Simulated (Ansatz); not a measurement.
**One input on several machines: PBEsol relaxation, a 1×1×2 supercell of YbSi2Ni (Cmcm), with one vacancy**

All times were clocked for whole runs of Ansatz 0.2.0, start-up included, one run at a time with no other job on the machine: an Arm Neoverse N1 node (56 of its 64 cores, memory capped at 64 GiB); a node with four NVIDIA GB300 Max-Q cards and 144 Grace (Neoverse V2) cores; a node with four NVIDIA GB200 cards and 144 Grace (Neoverse V2) cores; a node with eight NVIDIA H100 80GB cards and 96 AMD EPYC 7R13 cores; an Intel Xeon 6975P-C node (Granite Rapids, 96 cores, 192 hardware threads, 360 GiB). Times and memory are rounded to two significant figures, and ratios are formed from the unrounded values. A row is a single run, so small differences between rows aren't established. System services beside the runs took up to 5 cores (rounded up). Runs with a thread on every core shared the cores with them. Precision is the program's default, which can work at lower precision in parts of a run. Card memory is the largest of readings taken every 0.4 s, so short peaks can be missed, and it isn't given for runs under about 3 s. It shows what a run took, which needn't be the least that it can run in: the program holds more work at once where threads and free memory allow.

Commands are shown without the flags for output files and display.

The PAW files were made with PBE. For this functional the program regenerates the frozen cores at set-up.

* atoms: 15
* valence electrons: 196
* cell volume: 264.4 Å³
* cutoff (chosen by the program): 420 eV
* k mesh: 8×8×5
* k points solved: 63
* symmetry operations used (translations within a supercell counted): 4
* plane waves at Γ: 5211
* dense FFT grid: 30×60×54
* bands at the start: 118
* spin: none
* first density: atoms corrected by the program's trained network

Input:

```yaml
crystal:
  lattice:
    - [2.037476, -8.442212, 0.000000]
    - [2.037476, 8.442212, 0.000000]
    - [0.000000, 0.000000, 7.685090]
  atoms:
    - { symbol: Yb, position: [0.890053, 0.109947, 0.125000] }
    - { symbol: Yb, position: [0.109947, 0.890053, 0.375000] }
    - { symbol: Si, position: [0.540401, 0.459599, 0.125000] }
    # ... 11 more atoms, left out here ...
    - { symbol: Ni, position: [0.324430, 0.675570, 0.875000] }
kpoints:
  mp_grid: { grid: [8, 8, 5] }
hamiltonian:
  xc: pbesol
scf:
  occupations: { method: gaussian, width: 0.1 }
relax:
  f_tol: 0.03
  max_steps: 30
  escape_saddle: false
```

| machine share | command | wall time | SCF clock | outside it | CPU time | SCF iterations | steps logged | threads | the cards share | host memory (GiB) | fullest card (GiB) | remarks |
| --- | --- | --- | --- | --- | --- | --- | --- | --- | --- | --- | --- | --- |
| 1 × GB200 | ansatz run input.yaml --backend cuda --devices 1 | 5.1 s | 3.9 s | 1.2 s | 49 s | 32 | 5 | 72 |  | 2.0 | 15 | closing search 0.69 s |
| 1 × GB300 | ansatz run input.yaml --backend cuda --devices 1 | 8.9 s | 7.8 s | 1.2 s | 57 s | 32 | 5 | 72 |  | 2.1 | 15 | closing search 1.5 s |
| 1 × H100 | ansatz run input.yaml --backend cuda --devices 1 | 7.7 s | 5.7 s | 1.9 s | 51 s | 32 | 5 | 48 |  | 1.6 | 14 |  |
| 144 threads, Grace of the GB300 node | ansatz run input.yaml --backend cpu | 16 s | 15 s | 0.54 s | 34 min | 32 | 5 | 144 |  | 9.2 |  |  |
| 56 threads, Neoverse N1 | taskset -c 8-63 ansatz run input.yaml --backend cpu --max-ram 64GiB | 38 s | 37 s | 0.82 s | 33 min | 32 | 5 | 56 |  | 7.9 |  |  |
| 8 × H100 | ansatz run input.yaml --backend cuda --devices 8 | 9.8 s | 2.7 s | 7.1 s | 43 s | 32 | 5 | 8×8 | k points | 3.3 | 7.3 |  |
| 96 threads, Xeon 6975P-C | ansatz run input.yaml --backend cpu | 8.0 s | 7.5 s | 0.52 s | 11 min | 32 | 5 | 96 |  | 8.9 |  |  |

The SCF clock is the program's own. It runs from the start of the first SCF loop to the final result and holds forces, stress, later SCFs and response steps. Outside it lie start-up, exit and the set-up ahead of the first loop, which depends on the cell and the method.

SCF iterations are those that the program logged, summed over all steps and exchange cycles of a run; an SCF made in search of a lower state can go uncounted. Steps are those that the program logged. In a relaxation the first is the start geometry and rejected trial steps count. The number of steps, and so the time, hangs on how far the start lies from the minimum, so it is no typical price of a relaxation.

«closing search a s»: at the SCF's close the program searches for levels that the SCF missed, which took a s of the SCF clock (told where that is 15 % of it or more). Threads written as a×b are a pools of b host workers, as the log lists them; the log's own count of threads can differ.

The machines don't compute alike at the default precision: the logs show emulated matrix products on GB200 and GB300, and some doubles held as pairs of floats on GB300.

The runs on cards also kept host threads busy (see the CPU time), so differences between cards can come from their hosts too.

Among these rows the slowest by wall time (56 threads, Neoverse N1) takes 7.5 times as long as the fastest (1 × GB200). Up to 73 % of a wall time lies outside the SCF clock (8 × H100), so the wall times show the speed at the clocked work only in part. On the SCF clock alone the slowest (56 threads, Neoverse N1) takes 14 times as long as the fastest (8 × H100).

The gap on the SCF clock between 1 × GB300 and 1 × GB200 (7.8 s against 3.9 s) lies mostly in the eigensolver (4.1 s against 1.7 s). Its cause wasn't traced.

Q: How long does the same input take on 144 threads, Grace of the GB200 node (ansatz run input.yaml --backend cpu)?

A: 16 s, in 32 SCF iterations, at two digits the same as the time on 144 threads, Grace of the GB300 node; peak host memory 9.2 GiB.
